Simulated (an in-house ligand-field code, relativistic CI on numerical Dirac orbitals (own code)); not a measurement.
# d8 in a ligand field: terms for several parameter sets

Which terms of d8 lie lowest for given Racah parameters and ligand field?

The numbers are computed with an in-house ligand-field code version 1 (parametric ligand-field model of a d^n configuration (Racah B and C, spin-orbit zeta, crystal field), exact diagonalisation), except any that are marked as measured or tabulated.

### 1 What is computed

```
shell        : d8
set 1 (cm⁻¹) : B = 550, C = 2070, D3d, 10Dq = 12550, Dsigma = 670, Dtau = -450
set 2 (cm⁻¹) : B = 370, C = 1540, Oh, 10Dq = 18300
set 3 (cm⁻¹) : B = 340, C = 1610, D4h, 10Dq = 33100, Ds = -1080, Dt = -90
set 4 (cm⁻¹) : B = 680, C = 2970, D4h, 10Dq = 38250, Ds = 3000, Dt = 680
set 5 (cm⁻¹) : B = 670, C = 2650, Oh, 10Dq = 18400
set 6 (cm⁻¹) : B = 670, C = 2620, D4h, 10Dq = 29000, Ds = -1500, Dt = -70
set 7 (cm⁻¹) : B = 700, C = 3590, Oh, 10Dq = 3250
set 8 (cm⁻¹) : B = 380, C = 1860, D4h, 10Dq = 25500, Ds = 2130, Dt = -600
```

### 2 Set 1

Settings, as recorded:

```ini
n = 8
racah_B = 550  # cm-1
racah_C = 2070  # cm-1
zeta = 0  # cm-1
symmetry = D3d
field = {"10Dq": 12550, "Dsigma": 670, "Dtau": -450}  # cm-1
```

### 3 Set 2

Settings, as recorded:

```ini
n = 8
racah_B = 370  # cm-1
racah_C = 1540  # cm-1
zeta = 0  # cm-1
symmetry = Oh
field = {"10Dq": 18300}  # cm-1
```

### 4 Set 3

Settings, as recorded:

```ini
n = 8
racah_B = 340  # cm-1
racah_C = 1610  # cm-1
zeta = 0  # cm-1
symmetry = D4h
field = {"10Dq": 33100, "Ds": -1080, "Dt": -90}  # cm-1
```

### 5 Set 4

Settings, as recorded:

```ini
n = 8
racah_B = 680  # cm-1
racah_C = 2970  # cm-1
zeta = 0  # cm-1
symmetry = D4h
field = {"10Dq": 38250, "Ds": 3000, "Dt": 680}  # cm-1
```

### 6 Set 5

Settings, as recorded:

```ini
n = 8
racah_B = 670  # cm-1
racah_C = 2650  # cm-1
zeta = 0  # cm-1
symmetry = Oh
field = {"10Dq": 18400}  # cm-1
```

### 7 Set 6

Settings, as recorded:

```ini
n = 8
racah_B = 670  # cm-1
racah_C = 2620  # cm-1
zeta = 0  # cm-1
symmetry = D4h
field = {"10Dq": 29000, "Ds": -1500, "Dt": -70}  # cm-1
```

### 8 Set 7

Settings, as recorded:

```ini
n = 8
racah_B = 700  # cm-1
racah_C = 3590  # cm-1
zeta = 0  # cm-1
symmetry = Oh
field = {"10Dq": 3250}  # cm-1
```

### 9 Set 8

Settings, as recorded:

```ini
n = 8
racah_B = 380  # cm-1
racah_C = 1860  # cm-1
zeta = 0  # cm-1
symmetry = D4h
field = {"10Dq": 25500, "Ds": 2130, "Dt": -600}  # cm-1
```

(Steps that only read results are left out.)

Q: Predict the outcome of this session. Wanted: lowest terms.

As calculated:

| set | 10Dq/B (size) | lowest | S | electrons in z² and x²-y² | first level of the same spin (cm⁻¹) |
| --- | --- | --- | --- | --- | --- |
| 1: D3d | 22.8 | 3A2 | 1.00 | 2.02 | 3E 10718 |
| 2: Oh | 49.5 | 3A2 | 1.00 | 2.00 | 3T2 18300 |
| 3: D4h | 97.4 | 3B1 | 1.00 | 2.00 | 3E 32467 |
| 4: D4h | 56.2 | 3B1 | 1.00 | 2.00 | 3E 29818 |
| 5: Oh | 27.5 | 3A2 | 1.00 | 2.00 | 3T2 18400 |
| 6: D4h | 43.3 | 3B1 | 1.00 | 2.00 | 3E 28289 |
| 7: Oh | 4.6 | 3A2 | 1.00 | 2.00 | 3T2 3250 |
| 8: D4h | 67.1 | 3B1 | 1.00 | 2.00 | 3A2 24413 |

| quantity | value |
| --- | --- |
| lowest terms | 1: 3A2, 2: 3A2, 3: 3B1, 4: 3B1, 5: 3A2, 6: 3B1, 7: 3A2, 8: 3B1 |

**Reading.** 8 of 8 sets have the highest spin that their shell allows, S = 1. B, C and the field are free parameters here, not those of a compound.
